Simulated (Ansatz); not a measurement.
# BGeF (triplet): the correlation ladder, cc-pVDZ

One table from this session's results is given with a row withheld; the runs are named, their logs left out.

Computed with Ansatz 0.2.0, Gaussian basis. Level: cc-pVDZ, core rule «outside noble gas», up to 16 orbitals frozen.

To be run: UHF; CCSD(T) on ROHF; CCSD(T) on UHF; BCCD(T) on ROHF; CISD as a restricted active space (open shells left free, so some higher excitations enter); CCSDT(Q) on ROHF; CCSDT(Q) on UHF.

25 further runs of the same task are left out: 2 for a known fault of the program, 11 that didn't finish, 12 set aside as unsound or not needed. Runs told in other sessions of the task aren't counted.

**The system**

The geometry is a PBE0/def2-TZVP stationary point (not a proven minimum). No spin-orbit coupling is included. The filled d shell of Ge may be among the frozen orbitals whatever the setting's name suggests.

3 atoms, charge 0, spin multiplicity 3.

Atoms are counted from 1 here; the program's logs count them from 0.

Bond lengths: F1–B2 1.280 Å, B2–Ge3 1.971 Å. Angles: F1–B2–Ge3 180.0°.

As a file:

```csv
atom,x (Å),y (Å),z (Å)
F1,0.0000,0.0000,-1.5107
B2,0.0000,0.0000,-0.2302
Ge3,0.0000,0.0000,1.7409
```

The first run:

The input, in.yaml:

```yaml
crystal:
  periodic: [false, false, false]
  atoms:
    - {symbol: F, position_ang: [0.000000, 0.000000, -1.510700]}
    - {symbol: B, position_ang: [0.000000, 0.000000, -0.230200]}
    - {symbol: Ge, position_ang: [0.000000, 0.000000, 1.740900]}
basis:
  gaussian: {orbitals: cc-pVDZ}
magnetization: {spin_polarized: true, initial_magnetization: 2}
hamiltonian: {xc: hf}
output: {orbitals: {seedname: orbitals}}
```

On the command line:

```
> ansatz run in.yaml --threads 1 --pin off --events-out ev --progress --plain --max-ram 2393MiB
```

Steps of the session up to this table: UHF; CCSD(T) on ROHF; CCSD(T) on UHF; BCCD(T) on ROHF; CISD as a restricted active space (open shells left free, so some higher excitations enter); CCSDT(Q) on ROHF; CCSDT(Q) on UHF.

One table of the session follows, with a row left open; its other results are not shown here.

| method | from UCCSDT(Q) (kJ/mol) |
| --- | --- |
| ROHF | +910.1 |
| UHF | +900.0 |
| RMP2 | +88.9 |
| UMP2 | +90.6 |
| RCCSD | +31.5 |
| UCCSD | +30.8 |
| RCCSD(T) | +5.9 |
| UCCSD(T) | +5.5 |
| BCCD(T) | ? |
| RCCSDT | +2.6 |
| UCCSDT | +2.2 |
| RCCSDT(Q) | +0.7 |
| UCCSDT(Q) | 0 |

Q: Estimate the row for BCCD(T) from the others.

The run gave: from UCCSDT(Q) (kJ/mol): +5.4. In the column «from UCCSDT(Q) (kJ/mol)» it lies between RCCSDT (+2.6) and UCCSD(T) (+5.5).

Not comparable, so not listed: CISD as a restricted active space (open shells left free, so some higher excitations enter) (they don't share determinant, frozen orbitals or solution with the rows shown, or repeat one).

Caveats from the session: Restricted and unrestricted rows rest on different reference determinants; a gap between their highest levels can come from leftover correlation error, from unlike frozen cores or from another state.
